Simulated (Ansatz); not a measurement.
Working through an equation of state with a fit of Mg3BiSb, space group P3m1

Computed with the Python package of Ansatz (0.2.0).

Run as a notebook:

In [1]:
```python
import ansatz as az
from ase.eos import EquationOfState
from ase.units import GPa
import numpy as np
```

In [2]:
```python
VECTORS = np.array([
    [4.66434, 0.0, 0.0],
    [-2.33217, 4.039437, 0.0],
    [0.0, 0.0, 7.360345],
])
SITES = [
    ("Mg", [0.0, 0.0, 0.004493]),
    ("Mg", [1 / 3, 2 / 3, 0.364936]),
    ("Mg", [2 / 3, 1 / 3, 0.625856]),
    ("Sb", [2 / 3, 1 / 3, 0.22507]),
    ("Bi", [1 / 3, 2 / 3, 0.779645]),
]
```

In [3]:
```python
def on_lattice(cell):
    crystal = az.Crystal(lattice=az.Lattice.of(cell))
    for symbol, position in SITES:
        crystal = crystal.atom(symbol, position)
    return crystal

# uniform scaling of the cell
volumes, energies, pressures = [], [], []
for scale in np.linspace(0.88, 1.12, 7):
    cell = VECTORS * scale ** (1 / 3)
    calc = (
        on_lattice(cell).calculation()
        .functional("pbesol")
        .occupations("Fermi-Dirac", width=0.15)
        .scf(tolerance=1e-10)
        .basis(500)
        .kpoints(6, 6, 3)
        .stress()
    )
    report = calc.run().report
    volumes.append(abs(np.linalg.det(cell)) / len(SITES))
    energies.append(report["free_energy_ev"] / len(SITES))
    pressures.append(np.trace(report["stress_gpa"]) / 3)
    print(f"V = {volumes[-1]:8.4f} A^3/atom  F = {energies[-1]:.5f} eV/atom  P = {pressures[-1]:8.3f} GPa")
```
```text
V =  24.4074 A^3/atom  F = -4877.52291 eV/atom  P =    4.754 GPa
V =  25.5168 A^3/atom  F = -4877.54667 eV/atom  P =    2.203 GPa
V =  26.6263 A^3/atom  F = -4877.55458 eV/atom  P =    0.154 GPa
V =  27.7357 A^3/atom  F = -4877.54974 eV/atom  P =   -1.491 GPa
V =  28.8451 A^3/atom  F = -4877.53467 eV/atom  P =   -2.811 GPa
V =  29.9546 A^3/atom  F = -4877.51141 eV/atom  P =   -3.869 GPa
V =  31.0640 A^3/atom  F = -4877.48158 eV/atom  P =   -4.717 GPa
```

In [4]:
```python
eos = EquationOfState(volumes, energies, eos="birchmurnaghan")
v0, e0, bulk = eos.fit()
print(f"V0 = {v0:.4f} A^3/atom, E0 = {e0:.5f} eV/atom, B = {bulk / GPa:.1f} GPa")
```
```text
V0 = 26.7198 A^3/atom, E0 = -4877.55461 eV/atom, B = 43.3 GPa
```

A third-order Birch-Murnaghan fit through the 7 points has its minimum at 26.72 Å³ an atom, 3.7 % below the typed cell, with a bulk modulus of 43 GPa and dB/dP = 4.3. From that minimum the energy rises by 31.7 meV an atom on the compressed side and 73.0 meV on the expanded side.

Total energies depend on the potentials; only differences at equal settings carry meaning. Shape and fractional positions are held along the curve, so the bulk modulus is an upper value where they are free to relax. The smearing is wide enough that free energy and stress hold a thermal part of the electrons. Pressure is positive in compression. Spin-orbit coupling, which matters for elements this heavy, is left out. This cell is a computed structure, which may not be the phase found in nature. The whole script took 62 s on 1 thread of Arm Neoverse V2, on a shared host, peak memory 0.5 GiB.
